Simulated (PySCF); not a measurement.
# ZnH₃⁻: a ladder of methods

How much do the numbers for ZnH₃⁻ (singlet) hang on the method? All levels run at one geometry, the PBE0 minimum.

Method: several methods, basis Zn def2-TZVPD, H def2-TZVPD, no relativity, density fitting; program: PySCF 2.14.0.

### 1 Where the work starts

4 atoms, charge -1, spin multiplicity 1.

Bond lengths: Zn1–H2 1.650 Å, Zn1–H3 1.650 Å, Zn1–H4 1.650 Å. Angles: H2–Zn1–H3 120.0°, H2–Zn1–H4 120.0°, H3–Zn1–H4 120.0°.

Coordinates in bohr (charge -1 multiplicity 1):
```
Zn    0.0000    0.0000    0.0000
H     3.1174    0.0000    0.0000
H    -1.5587    2.6997    0.0000
H    -1.5586   -2.6997    0.0000
```

### 2 PBE0

The steps are one call of a driver around PySCF; scf.py gives each level's set-up. Each SCF starts from the density of the minimum. The driver also runs the species with one electron less or more at the same geometry (one less: multiplicity 2); their logs are not shown.

scf.py reads:

```python
from pyscf import gto, scf, dft
mol = gto.M(atom='''
Zn     0.000000    -0.000000     0.000000
H      1.649636     0.000021     0.000000
H     -0.824836     1.428616    -0.000000
H     -0.824800    -1.428637     0.000000''',
    basis={'Zn': 'def2-TZVPD', 'H': 'def2-TZVPD'},
    charge=-1, spin=0)
mf = dft.RKS(mol, xc='PBE0')
mf.grids.atom_grid = (99, 590)
aux = {'Zn': 'def2-universal-JKFIT', 'H': 'def2-universal-JKFIT'}
mf = mf.density_fit(auxbasis=aux)
mf.kernel()
```

### 3 HF

scf.py, as its differences from that of step 2:

```diff
@@ -9,2 +9 @@
-mf = dft.RKS(mol, xc='PBE0')
-mf.grids.atom_grid = (99, 590)
+mf = scf.RHF(mol)
```

### 4 PBE

scf.py, as its differences from that of step 3:

```diff
@@ -9 +9,2 @@
-mf = scf.RHF(mol)
+mf = dft.RKS(mol, xc='PBE')
+mf.grids.atom_grid = (99, 590)
```

### 5 CCSD(T)

scf.py, as its differences from that of step 4:

```diff
@@ -9,2 +9 @@
-mf = dft.RKS(mol, xc='PBE')
-mf.grids.atom_grid = (99, 590)
+mf = scf.RHF(mol)
@@ -13,0 +13,3 @@
+from pyscf import cc
+mycc = cc.CCSD(mf, frozen=5).run()
+mycc.ccsd_t()
```

### 6 r2SCAN

scf.py, as its differences from that of step 5:

```diff
@@ -9 +9,2 @@
-mf = scf.RHF(mol)
+mf = dft.RKS(mol, xc='R2SCAN')
+mf.grids.atom_grid = (99, 590)
@@ -13,3 +13,0 @@
-from pyscf import cc
-mycc = cc.CCSD(mf, frozen=5).run()
-mycc.ccsd_t()
```

### 7 B3LYP

scf.py, as its differences from that of step 6:

```diff
@@ -9 +9 @@
-mf = dft.RKS(mol, xc='R2SCAN')
+mf = dft.RKS(mol, xc='B3LYP')
```

### 8 TPSSh

scf.py, as its differences from that of step 7:

```diff
@@ -9 +9 @@
-mf = dft.RKS(mol, xc='B3LYP')
+mf = dft.RKS(mol, xc='TPSSH')
```

### 9 M06-2X

scf.py, as its differences from that of step 8:

```diff
@@ -9 +9 @@
-mf = dft.RKS(mol, xc='TPSSH')
+mf = dft.RKS(mol, xc='M062X')
```

(Steps that only read results are left out.)

Before running it: what results should come out? Wanted: vertical ionisation energy, CCSD(T); orbital gap, range; T1, D1; T1, D1 of the species with one electron less.

As calculated:

```
                                    quantity                       value
         vertical ionisation energy, CCSD(T)                     3.56 eV
                          orbital gap, range  3.26 (PBE) to 8.36 (HF) eV
                                      T1, D1                0.016, 0.041
T1, D1 of the species with one electron less                0.027, 0.151
```

What this shows: For the vertical ionisation energy, M06-2X comes nearest to CCSD(T) (+0.05 eV) and HF is farthest (-0.59 eV). M06-2X costs 19 s against 2.1 min for CCSD(T), a factor of about 7, and lands within 0.05 eV. The PBE orbital energy is a poor guide to ionisation (0.2 eV, 3.3 eV too small); the difference of PBE energies gives 3.3 eV.
